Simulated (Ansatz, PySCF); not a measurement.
## TlBr3 in two programs

TlBr3 (singlet), relaxed with PySCF 2.14.0, RKS B3LYP, Tl def2-SVP with ECP60, Br def2-SVP; non-relativistic Hamiltonian with scalar-relativistic core potentials where named; density fitting; no spin-orbit coupling:

```xyz
4

Tl    0.0000    0.0000    0.0000
Br    2.5591    0.0000    0.0000
Br   -1.2795    2.2163    0.0000
Br   -1.2796   -2.2163    0.0000
```

There the HOMO–LUMO gap is 3.88 eV. 

The same geometry by Ansatz 0.2.0 (PBE, PAW, a periodic box with 9 Å of vacuum):

```tsv
spin-orbit coupling	gap (eV)	largest force component (eV/Å)
without	2.39	0.23
```

Task: What does the run with spin-orbit coupling give?

Result: gap (eV): 2.32, largest force component (eV/Å): 0.28. It took 15 s on 2 threads of Arm Neoverse V1, with other jobs on the host, peak memory 1.8 GiB.

The spin-orbit runs use fully relativistic datasets of their own, so changes of a few hundredths of an eV needn't come from the coupling.

The two programs differ in functional, so their gaps don't test each other.
